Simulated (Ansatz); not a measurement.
**ClFMoO₂: basis-set convergence**

An exercise on one series of results from a longer session: the logs are not shown, and one member is left open.

The runs use Ansatz 0.2.0, Gaussian basis; one geometry, several basis sets.

Plan: PBE0-D4/def2-SVP; ωB97M-V/def2-SVP; PBE0-D4/def2-QZVPP; ωB97M-V/def2-QZVPP; the functionals' def2-TZVPP values are taken from earlier runs.

### The geometry

An earlier PBE0-D4 in a triple-zeta def2 set relaxation fixed the geometry. Mo takes the def2 core potential; no spin-orbit term is included.

SMILES `[O]=[Mo](=[O])([F])[Cl]`, 5 atoms, charge 0, spin multiplicity 1.

Atoms are counted from 1 here; the program's logs count them from 0.

Bond lengths: O1–Mo2 1.663 Å, Mo2–O3 1.663 Å, Mo2–F4 1.836 Å, Mo2–Cl5 2.242 Å. Angles: O1–Mo2–O3 106.6°, O1–Mo2–F4 110.1°, O1–Mo2–Cl5 109.2°, O3–Mo2–F4 110.1°, O3–Mo2–Cl5 109.2°, F4–Mo2–Cl5 111.5°.

The first run:

in.yaml reads:

```yaml
crystal:
  periodic: [false, false, false]
  atoms:
    - {symbol: O, position_ang: [-0.550499, -0.162399, 1.591086]}
    - {symbol: Mo, position_ang: [0.006268, -0.103759, 0.025437]}
    - {symbol: O, position_ang: [1.496361, -0.841528, 0.023675]}
    - {symbol: F, position_ang: [-1.144242, -1.004011, -1.086958]}
    - {symbol: Cl, position_ang: [0.242013, 2.037996, -0.594639]}
basis:
  gaussian: {orbitals: def2-SVP}
hamiltonian: {xc: pbe0, dispersion: d4}
output: {orbitals: {seedname: orbitals}}
```

Command:

```bash
> ansatz run in.yaml --threads 2 --pin off --events-out ev --progress --plain --max-ram 32768MiB --backend cpu
```

Steps of the session up to this table: PBE0-D4 in def2-SVP; ωB97M-V in def2-SVP; PBE0-D4 in def2-QZVPP; ωB97M-V in def2-QZVPP.

One table of the session follows, with a row left open; its other results are not shown here.

It belongs to the step «Functionals by basis». 

| functional | basis | HOMO (eV) | LUMO (eV) |
| --- | --- | --- | --- |
| PBE0-D4 | def2-SVP | -10.03 | -3.56 |
| PBE0-D4 | def2-TZVPP | -10.00 | -3.51 |
| PBE0-D4 | def2-QZVPP | -10.00 | -3.51 |
| ωB97M-V | def2-SVP | -12.28 | -1.39 |
| ωB97M-V | def2-TZVPP | ? | ? |
| ωB97M-V | def2-QZVPP | -12.31 | -1.38 |

Q: Estimate the row for ωB97M-V, def2-TZVPP from the others.

As computed: HOMO (eV): -12.30; LUMO (eV): -1.36. In the column «HOMO (eV)» it lies between ωB97M-V, def2-QZVPP (-12.31) and ωB97M-V, def2-SVP (-12.28).
